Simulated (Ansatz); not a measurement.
This script makes the interaction energy of a dimer with the counterpoise correction of CH₄BI, SMILES CBI with Ansatz's Python interface.

The script, `ch4bi.py`:
```python
# -*- coding: utf-8 -*-
"""Binding of a CH4BI dimer at a trial geometry."""

import ansatz as az

FIRST = [
    ("C", (-0.6223, -0.05, -0.3967)),
    ("B", (0.6468, -0.2495, 0.4337)),
    ("I", (1.8208, 1.468, 1.0975)),
    ("H", (-1.3086, 0.6145, 0.1822)),
    ("H", (-0.4165, 0.5247, -1.3636)),
    ("H", (-1.1387, -0.9642, -0.6584)),
    ("H", (1.0188, -1.3436, 0.7052)),
]
SECOND = [
    ("C", (1.0832, 4.393, 3.2237)),
    ("B", (0.989, 5.5025, 2.1748)),
    ("I", (-0.9125, 6.503, 1.7848)),
    ("H", (0.7248, 4.8103, 4.1958)),
    ("H", (0.3663, 3.5304, 3.0014)),
    ("H", (2.0735, 3.976, 3.3516)),
    ("H", (1.9458, 5.814, 1.5451)),
]

def energy(atoms, ghosts=()):
    molecule = az.Crystal.molecule()
    for symbol, xyz in atoms:
        molecule = molecule.atom(symbol, xyz)
    calc = (
        molecule.calculation()
        .basis(gaussian="def2-SVP")  # the orbital basis, by name
        .functional("r2scan")
    )
    deck = calc.input()
    if ghosts:
        deck = deck.set(az.key.basis.gaussian.ghost_atoms, [{"symbol": s, "position_ang": list(xyz)} for s, xyz in ghosts])
    return az.Session.from_dict(deck).plan().execute().report["free_energy_ev"]

# ghost atoms carry the functions of the partner
both = energy(FIRST + SECOND)
alone = energy(FIRST) + energy(SECOND)
ghosted = energy(FIRST, SECOND) + energy(SECOND, FIRST)
print(f"dimer {both:.6f} eV")
print(f"interaction, uncorrected   {23.060548 * (both - alone):8.3f} kcal/mol")
print(f"interaction, counterpoise  {23.060548 * (both - ghosted):8.3f} kcal/mol")
print(f"basis-set superposition    {23.060548 * (alone - ghosted):8.3f} kcal/mol")
```

How large is the interaction at this pose, and how much of it is basis-set superposition?

Uncorrected it is -0.063 kcal/mol, with the counterpoise correction 0.103 kcal/mol; the difference, 0.17 kcal/mol, is the superposition error. The sign changes with the correction, so this basis doesn't settle it.

The run itself:

```console
$ python ch4bi.py
dimer -19760.925679 eV
interaction, uncorrected     -0.063 kcal/mol
interaction, counterpoise     0.103 kcal/mol
basis-set superposition       0.167 kcal/mol
```

Notes:
- Total energies depend on the basis set; only differences at equal settings carry meaning.
- The dimer is a generated trial pose of unrelaxed monomers, not a minimum, so the figure is no binding energy, and the basis set is small.
- def2 sets replace the cores of elements past krypton by effective core potentials.
- This level lacks the dispersion part of the attraction (electrostatics and induction are there), which can decide the sign where the interaction is weak.
- Finished in 31 s on 1 thread of Arm Neoverse V2 (shared host), peak memory 0.28 GiB.
